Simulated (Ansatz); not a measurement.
# triplet SiHCl3: levels of theory compared

We compute a comparison of 6 runs (UB3LYP/6-31G*, U-r2SCAN0/def2-SVPD, U-revPBE/def2-SVPD, UHSE06/def2-SVPD, RPA@PBE/def2-SVPD, RPA@PBE0/def2-SVPD) of triplet SiHCl3. 

Program for the calculation: Ansatz 0.2.0.

44 further runs of the same task are left out: 2 that didn't finish, 42 set aside as unsound or not needed.

## 1. The molecule

The species is SiHCl3 (5 atoms), meant as a triplet with charge 0. SMILES of the parent species: `Cl[SiH](Cl)Cl`. The coordinates come from a PBE0-D4/def2-TZVP relaxation. That shape belongs to the parent species and isn't relaxed for this state.

Bond lengths: Cl1–Si2 2.030 Å, Si2–Cl3 2.030 Å, Si2–Cl4 2.030 Å, Si2–H5 1.469 Å. Angles: Cl1–Si2–Cl3 109.5°, Cl1–Si2–Cl4 109.5°, Cl3–Si2–Cl4 109.5°, Cl1–Si2–H5 109.5°, Cl3–Si2–H5 109.4°, Cl4–Si2–H5 109.4°.

## 2. The energy at UB3LYP/6-31G(d) (spherical functions) (run 1)

Contents of input.yaml:

```yaml
crystal:
  periodic: [false, false, false]
  atoms:
    - {symbol: Cl, position_ang: [1.690930, -0.571430, 0.891880]}
    - {symbol: Si, position_ang: [-0.081300, -0.012690, 0.075440]}
    - {symbol: Cl, position_ang: [0.017700, 1.933700, -0.491290]}
    - {symbol: Cl, position_ang: [-0.476020, -1.170520, -1.544190]}
    - {symbol: H, position_ang: [-1.151310, -0.179060, 1.068150]}
basis:
  gaussian:
    orbitals: 6-31G_st_-spherical.json
total_charge: 0
magnetization:
  spin_polarized: true
  initial_magnetization: 2
hamiltonian:
  xc: {name: B3LYP}
accuracy: high
output: {orbitals: {seedname: orbitals}}
```

The basis set 6-31G* is read from a file made from the Basis Set Exchange's data (not shown).

The run is started by

```sh
$ ansatz run input.yaml --threads 1 --pin off --max-ram 3480MiB --events-out events.jsonl --progress --plain --runs-dir runs
```

Output:

```text
Warning: RAYON_NUM_THREADS=1 ignored (pool sized by the plan → 1); use --threads N
Functional definition: B3LYP
  name "B3LYP"
  parameter a0 = 0.2
  parameter ax = 0.72
  parameter ac = 0.81
  exchange = (1 - a0 - ax)*slater_x + ax*b88_x + a0*exact_x
  correlation = (1 - ac)*vwn_rpa_c + ac*lyp_c
1508 factors; integrals over basis functions are off by at most 3.9e-9 eV
mean field evaluation 1: about -45457.2267 eV, gradient 7.6e0 eV
mean field evaluation 2: about -45457.5329 eV, gradient 4.7e0 eV
mean field evaluation 4: about -45457.6620 eV, gradient 5.0e-1 eV
mean field evaluation 8: about -45457.8104 eV, gradient 5.1e-2 eV
mean field evaluation 16: about -45457.8104 eV, gradient 3.1e-4 eV
mean field evaluation 32: about -45457.8104 eV, gradient 7.8e-7 eV
mean field evaluation 64: about -45457.7982 eV, gradient 2.9e-1 eV
mean field evaluation 96: about -45457.5905 eV, gradient 1.3e0 eV
mean field -45457.81043802 eV, -1670.5437211867 hartree, gradient 7.0e-8 eV, S^2 2.004970; 10 other end points of the search recorded, 0 dependent functions left out
reference -45457.81047640 eV, -1670.5437225970 hartree; 34, 32 occupied and 40, 42 virtual orbitals, 1508 factors
Total energy: -45457.81047640 eV, -1670.5437225970 hartree
```

Wall time 24 s (1 thread of Intel Xeon 6975P-C (Granite Rapids), shared host); peak memory 0.51 GiB.

## 3. A single-point energy at U-r2SCAN0/def2-SVPD (run 2)

Contents of in.yaml:

```yaml
basis:
  gaussian:
    orbitals: def2-SVPD
crystal:
  periodic: [false, false, false]
  atoms:
    - {symbol: Cl, position_ang: [1.690930, -0.571430, 0.891880]}
    - {symbol: Si, position_ang: [-0.081300, -0.012690, 0.075440]}
    - {symbol: Cl, position_ang: [0.017700, 1.933700, -0.491290]}
    - {symbol: Cl, position_ang: [-0.476020, -1.170520, -1.544190]}
    - {symbol: H, position_ang: [-1.151310, -0.179060, 1.068150]}
hamiltonian:
  xc: {name: r2SCAN0}
magnetization:
  spin_polarized: true
  initial_magnetization: 2
accuracy: high
output: {orbitals: {seedname: orbitals}}
```

The run is started by

```sh
$ ansatz run in.yaml --threads 1 --pin off --max-ram 3480MiB --events-out events.jsonl --progress --plain --runs-dir runs
```

Output, cut to the lines that bear on the results:

```text
Warning: RAYON_NUM_THREADS=1 ignored (pool sized by the plan → 1); use --threads N
Functional definition: r2SCAN0
  name "r2SCAN0"
[...]
2081 factors; integrals over basis functions are off by at most 3.4e-9 eV
[...]
mean field -45441.27707081 eV, -1669.9361311482 hartree, gradient 2.9e-8 eV, S^2 2.010670; 6 other end points of the search recorded, 0 dependent functions left out
reference -45441.27708364 eV, -1669.9361316200 hartree; 34, 32 occupied and 79, 81 virtual orbitals, 2081 factors
Total energy: -45441.27708364 eV, -1669.9361316200 hartree
```

Run time: 2.2 min. Hardware: 1 thread of Intel Xeon 6975P-C (Granite Rapids), shared host; peak memory 0.84 GiB.

Run 3 isn't shown in full; the table further down has it.

## 4. A single-point energy at UHSE06/def2-SVPD (run 4)

Edit in.yaml of step 3 so:

```diff
@@ -1,4 +1 @@
-basis:
-  gaussian:
-    orbitals: def2-SVPD
 crystal:
@@ -11,4 +8,9 @@
     - {symbol: H, position_ang: [-1.151310, -0.179060, 1.068150]}
+basis:
+  gaussian:
+    orbitals: def2-SVPD
 hamiltonian:
-  xc: {name: r2SCAN0}
+  xc: hse06
+output: {orbitals: {seedname: orbitals}}
+accuracy: high
 magnetization:
@@ -16,3 +18 @@
   initial_magnetization: 2
-accuracy: high
-output: {orbitals: {seedname: orbitals}}
```

The run is started by

```sh
$ ansatz run in.yaml --threads 1 --pin off --max-ram 3480MiB --events-out events.jsonl --progress --plain --runs-dir runs
```

Output, cut to the lines that bear on the results:

```text
Warning: RAYON_NUM_THREADS=1 ignored (pool sized by the plan → 1); use --threads N
Functional definition: HSE06
  name "HSE06"
[...]
2081 factors; integrals over basis functions are off by at most 3.4e-9 eV
150 factors; integrals over basis functions are off by at most 2.0e-9 eV
[...]
mean field -45428.42031145 eV, -1669.4636539565 hartree, gradient 7.0e-8 eV, S^2 2.006871; 10 other end points of the search recorded, 0 dependent functions left out
reference -45428.42031499 eV, -1669.4636540865 hartree; 34, 32 occupied and 79, 81 virtual orbitals, 2081 factors
Total energy: -45428.42031499 eV, -1669.4636540865 hartree
```

Wall time 78 s (1 thread of Intel Xeon 6975P-C (Granite Rapids), shared host); peak memory 0.84 GiB.

Run 5 isn't shown in full; the table further down has it.

## 5. The energy at RPA@PBE0/def2-SVPD (run 6)

Edit input.yaml of step 2 so:

```diff
@@ -10,4 +10,3 @@
   gaussian:
-    orbitals: 6-31G_st_-spherical.json
-total_charge: 0
+    orbitals: def2-SVPD
 magnetization:
@@ -16,4 +15,6 @@
 hamiltonian:
-  xc: {name: B3LYP}
+  xc: {name: PBE0}
+correlation:
+  method: rpa
+  frozen_orbitals: {Cl: 5, H: 0, Si: 5}
 accuracy: high
-output: {orbitals: {seedname: orbitals}}
```

The run is started by

```sh
$ ansatz run input.yaml --threads 1 --pin off --max-ram 3480MiB --events-out events.jsonl --progress --plain --runs-dir runs
```

Output, cut to the lines that bear on the results:

```text
Warning: RAYON_NUM_THREADS=1 ignored (pool sized by the plan → 1); use --threads N
Functional definition: PBE0
  name "PBE0"
[...]
2081 factors; integrals over basis functions are off by at most 3.4e-9 eV
[...]
mean field -45429.18803403 eV, -1669.4918672409 hartree, gradient 8.2e-8 eV, S^2 2.007145; 8 other end points of the search recorded, 0 dependent functions left out
20 core orbitals not correlated: weight in the atoms' cores, before any rotation towards them, 1.000 or more for the frozen orbitals, at most 0.000 for the correlated occupied ones
reference -45369.73331180 eV, -1667.3069464990 hartree; 14, 12 occupied and 79, 81 virtual orbitals, 2081 factors
Total energy: -45392.22814993 eV, -1668.1336165524 hartree
```

Run time: 2.3 min. Hardware: 1 thread of Intel Xeon 6975P-C (Granite Rapids), shared host; peak memory 0.66 GiB.

## 6. Overview of the runs

| run | level | frozen core orbitals | energy (Eh) | HOMO energy (eV) | ⟨S²⟩ | wall time |
| --- | --- | --- | --- | --- | --- | --- |
| 1 | UB3LYP/6-31G* (spherical functions) | – | -1670.543723 | -1.73 | 2.005 | 24 s |
| 2 | U-r2SCAN0/def2-SVPD | – | -1669.936132 | -2.28 | 2.011 | 2.2 min |
| 3 | U-revPBE/def2-SVPD | – | -1669.767797 | -1.56 | 2.003 | 26 s |
| 4 | UHSE06/def2-SVPD | – | -1669.463654 | -1.89 | 2.007 | 78 s |
| 5 | RPA@PBE/def2-SVPD | 20 | -1668.220117 | – | 2.002 | 55 s |
| 6 | RPA@PBE0/def2-SVPD | 20 | -1668.133617 | – | 2.007 | 2.3 min |

## 7. Outcome

| quantity | value |
| --- | --- |
| run 6: total energy | -1668.13362 Eh |
| run 6: RPA correlation energy (valence) | -826.7 mEh |
| run 6: ⟨S²⟩ of the reference determinant | 2.007 |

**Reading.** Totals of different functionals can't be ranked against each other. All runs together took 7.5 min, the longest 2.3 min.
